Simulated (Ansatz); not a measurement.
# Zn4SiN: the cost of one run

Method: DFT PBE, scalar-relativistic, plane waves, PAW, in Ansatz 0.2.0.

### 1 The starting structure

The structure is cubic, space group F-43m (No. 216). The conventional cell has a = 6.711 Å, b = 6.711 Å, c = 6.711 Å, α = 90.00°, β = 90.00°, γ = 90.00°. Zn (site symmetry 3m) is surrounded by 6 Zn at 2.37 to 2.38 Å and 3 Si at 2.78 Å and 3 N at 2.78 Å. Around Si (site symmetry -43m) lie 12 Zn at 2.78 Å. N (site symmetry -43m) is surrounded by 12 Zn at 2.78 Å.

Coordinates:

```cif
data_structure
_symmetry_space_group_name_H-M 'P 1'
_symmetry_Int_Tables_number 1
_cell_length_a 4.7456
_cell_length_b 4.7456
_cell_length_c 4.7456
_cell_angle_alpha 60.000
_cell_angle_beta 60.000
_cell_angle_gamma 60.000
_cell_volume 75.57
loop_
_atom_site_label
_atom_site_type_symbol
_atom_site_fract_x
_atom_site_fract_y
_atom_site_fract_z
_atom_site_occupancy
Zn1 Zn 0.37480 0.37480 0.87559 1
Zn2 Zn 0.87559 0.37480 0.37480 1
Zn3 Zn 0.37480 0.37480 0.37480 1
Zn4 Zn 0.37480 0.87559 0.37480 1
Si1 Si 0.00000 0.00000 0.00000 1
N1 N 0.75000 0.75000 0.75000 1
```

Recipe of the guess: species swapped into a database cell of ErInCu4 (F-43m, No. 216), with N on the Er sites, Si on the In sites and Zn on the Cu sites. Lengths come from tabulated atomic sizes and are only a guess.

### 2 Probe: one point on a coarse mesh

The input, input.yaml:

```yaml
crystal:
  lattice:
    - [0.0, 3.35563547, 3.35563547]
    - [3.35563547, 0.0, 3.35563547]
    - [3.35563547, 3.35563547, 0.0]
  atoms:
    - { symbol: Zn, position: [0.37480456, 0.37480456, 0.87558633] }
    - { symbol: Zn, position: [0.87558633, 0.37480456, 0.37480456] }
    - { symbol: Zn, position: [0.37480456, 0.37480456, 0.37480456] }
    - { symbol: Zn, position: [0.37480456, 0.87558633, 0.37480456] }
    - { symbol: Si, position: [0.0, 0.0, 0.0] }
    - { symbol: "N", position: [0.75, 0.75, 0.75] }
basis:
  ecutwfc: 420
kpoints:
  mp_grid: { grid: [4, 4, 4] }
hamiltonian:
  xc: pbe
scf:
  occupations: { method: gaussian, width: 0.1 }
  lower_state_search: "off"
output:
  forces: true
  stress: true
  eigenvalues: true
```

Run with:

```
ansatz run input.yaml --threads 1 --pin off --max-ram 2560MiB --backend cpu --events-out ev --progress --plain --runs-dir out
```

**Question.** How long does this run take on 1 thread of Intel Xeon 6975P-C (Granite Rapids), shared host, and how much memory does it need?

About 1.1 s, with a peak of 0.35 GiB.
